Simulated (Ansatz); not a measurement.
# CH₇GeNSi: up Jacob's ladder to CCSD(T)

Aim: compute CH₇GeNSi with functionals from several rungs and with coupled cluster. The yardstick is the atomisation energy at the CCSD(T) limit.

Method: functionals in def2-TZVPP, the program's frozen cores in correlated methods; program: Ansatz 0.2.0, Gaussian basis.

The runs, in order: PBE-D4, r2SCAN-D4, PBE0-D4, B3LYP-D4, ωB97X-V, ωB97M-V, B2PLYP; CCSD(T)/def2-TZVPP; MP2/def2-QZVPP; extrapolation to the limit.

**1. The relaxed structure**

The geometry comes from an earlier relaxation with PBE0-D4 in a triple-zeta def2 set; it is a stationary point, not always the lowest conformer.

SMILES `C=N[SiH2][GeH3]`, 11 atoms, charge 0, spin multiplicity 1.

Atoms are counted from 1 here; the program's logs count them from 0.

Bond lengths: C1–N2 1.258 Å, C1–H5 1.102 Å, C1–H6 1.096 Å, N2–Si3 1.745 Å, Si3–Ge4 2.378 Å, Si3–H7 1.497 Å, Si3–H8 1.485 Å, Ge4–H9 1.536 Å, Ge4–H10 1.538 Å, Ge4–H11 1.539 Å. Angles: N2–C1–H5 124.3°, N2–C1–H6 120.2°, H5–C1–H6 115.5°, C1–N2–Si3 124.2°, N2–Si3–Ge4 107.7°, N2–Si3–H7 112.2°, N2–Si3–H8 107.7°, Ge4–Si3–H7 110.2°, Ge4–Si3–H8 110.2°, H7–Si3–H8 108.9°, Si3–Ge4–H9 111.1°, Si3–Ge4–H10 110.2°, Si3–Ge4–H11 110.3°, H9–Ge4–H10 108.5°, H9–Ge4–H11 108.5°, H10–Ge4–H11 108.2°.

**2. PBE-D4 (GGA)**

Input file in.yaml:

```yaml
crystal:
  periodic: [false, false, false]
  atoms:
    - {symbol: C, position_ang: [0.200569, 2.264974, 0.539669]}
    - {symbol: N, position_ang: [-0.163640, 1.123277, 0.922566]}
    - {symbol: Si, position_ang: [0.659879, -0.358349, 0.509705]}
    - {symbol: Ge, position_ang: [-0.815685, -1.657905, -0.828608]}
    - {symbol: H, position_ang: [1.091630, 2.456404, -0.079682]}
    - {symbol: H, position_ang: [-0.378137, 3.152325, 0.821407]}
    - {symbol: H, position_ang: [1.939045, -0.108015, -0.226723]}
    - {symbol: H, position_ang: [0.966153, -1.072131, 1.775727]}
    - {symbol: H, position_ang: [-2.117573, -1.967757, -0.073915]}
    - {symbol: H, position_ang: [-1.167481, -0.900487, -2.120701]}
    - {symbol: H, position_ang: [-0.149361, -2.989134, -1.218847]}
basis:
  gaussian: {orbitals: def2-TZVPP}
hamiltonian: {xc: pbe, dispersion: d4}
output: {forces: true, orbitals: {seedname: orbitals}}
```

Run with:

```console
$ ansatz run in.yaml --threads 4 --pin off --events-out ev --progress --plain --max-ram 10444MiB
```

The runs that follow: r2SCAN-D4 (meta-GGA); PBE0-D4 (hybrid); B3LYP-D4 (hybrid); ωB97X-V (range-separated); ωB97M-V (range-separated); B2PLYP (double hybrid); CCSD(T) in def2-TZVPP; MP2 in def2-QZVPP.

Q: Predict the results of all the runs planned. Wanted: atomisation energy, CCSD(T)/CBS; farthest; mean size of error, hybrid; mean size of error, range-separated; gap, smallest and largest; T1 diagnostic; triples share of the correlation energy.

As calculated:

| quantity | value |
| --- | --- |
| atomisation energy, CCSD(T)/CBS | 36.663 eV |
| functionals within 0.367 eV (1.0 %) | PBE-D4, r2SCAN-D4, PBE0-D4, B3LYP-D4, ωB97X-V, ωB97M-V |
| farthest | B2PLYP (-0.481 eV) |
| mean size of error, hybrid | 0.154 eV |
| mean size of error, range-separated | 0.149 eV |
| gap, smallest and largest | 3.71 eV (PBE-D4), 10.94 eV (ωB97X-V) |
| T1 diagnostic | 0.0129 |
| triples share of the correlation energy | 3.9 % |

In words: PBE-D4 is off by +0.234 eV. Double hybrids carry the basis error of their MP2 part in triple zeta, and no dispersion term here, so their miss is partly the set-up's. The reference freezes the cores and leaves out relativity and excitations past (T), and its outer-core shells are covered unevenly, so misses under about 0.367 eV can't be ranked. Hartree-Fock recovers 71 % of the binding; the rest is correlation. The gap grows from 3.7 to 10.9 eV across the functionals, mostly with the share of exact exchange. Correlated methods include outer-core shells of Ge, which these sets cover unevenly.
